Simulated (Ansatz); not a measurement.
# C₂H₅FO₂Si: how energies converge with the basis set

How large a basis does C₂H₅FO₂Si need? Two functionals are run in growing sets.

Program: Ansatz 0.2.0, Gaussian basis. Level of theory: one geometry, several basis sets. These are calculated values, not measurements.

Levels to be run: PBE0-D4/def2-SVP; ωB97M-V/def2-SVP; PBE0-D4/def2-QZVPP; ωB97M-V/def2-QZVPP; the functionals' def2-TZVPP values are taken from earlier runs.

**1. Structure used throughout**

The geometry comes from an earlier relaxation with PBE0-D4 in a triple-zeta def2 set; it is a stationary point, not always the lowest conformer.

SMILES `C=C(F)[SiH](O)O`, 11 atoms, charge 0, spin multiplicity 1.

Atoms are counted from 1 here; the program's logs count them from 0.

Bond lengths: C1–C2 1.322 Å, C1–H7 1.084 Å, C1–H8 1.082 Å, C2–F3 1.363 Å, C2–Si4 1.880 Å, Si4–O5 1.632 Å, Si4–O6 1.638 Å, Si4–H9 1.476 Å, O5–H10 0.959 Å, O6–H11 0.959 Å. Angles: C2–C1–H7 122.1°, C2–C1–H8 119.1°, H7–C1–H8 118.8°, C1–C2–F3 118.9°, C1–C2–Si4 127.5°, F3–C2–Si4 113.5°, C2–Si4–O5 110.4°, C2–Si4–O6 106.8°, C2–Si4–H9 111.7°, O5–Si4–O6 111.2°, O5–Si4–H9 105.1°, O6–Si4–H9 111.7°, Si4–O5–H10 117.5°, Si4–O6–H11 117.0°.

**2. PBE0-D4 in def2-SVP**

in.yaml

```yaml
crystal:
  periodic: [false, false, false]
  atoms:
    - {symbol: C, position_ang: [1.257308, -1.379538, 0.234884]}
    - {symbol: C, position_ang: [0.496640, -0.398397, 0.690099]}
    - {symbol: F, position_ang: [0.238920, -0.329867, 2.026721]}
    - {symbol: Si, position_ang: [-0.328629, 0.966520, -0.304915]}
    - {symbol: O, position_ang: [-0.429276, 0.541143, -1.877231]}
    - {symbol: O, position_ang: [-1.815638, 1.194155, 0.344063]}
    - {symbol: H, position_ang: [1.686340, -2.128307, 0.891587]}
    - {symbol: H, position_ang: [1.465414, -1.434392, -0.825921]}
    - {symbol: H, position_ang: [0.469003, 2.208881, -0.293191]}
    - {symbol: H, position_ang: [-1.021799, -0.177589, -2.105146]}
    - {symbol: H, position_ang: [-1.952983, 0.880392, 1.239750]}
basis:
  gaussian: {orbitals: def2-SVP}
hamiltonian: {xc: pbe0, dispersion: d4}
output: {orbitals: {seedname: orbitals}}
```

The runs that follow: ωB97M-V in def2-SVP; PBE0-D4 in def2-QZVPP; ωB97M-V in def2-QZVPP.

Q: Predict the results of all the runs planned. Wanted: PBE0-D4: double and triple zeta above quadruple; ωB97M-V: double and triple zeta above quadruple.

As calculated:

```
                                       quantity           value
PBE0-D4: double and triple zeta above quadruple  14.77, 0.78 eV
ωB97M-V: double and triple zeta above quadruple  15.02, 0.73 eV
```

What this shows: PBE0-D4 gains 13.99 eV from double to triple zeta, then 0.78 eV more. Total energies overstate the basis error of differences, where much of it tends to cancel. The LUMO of ωB97M-V is positive and keeps falling with the basis (1.90 to 1.31 eV): an unbound level that the basis holds in place.
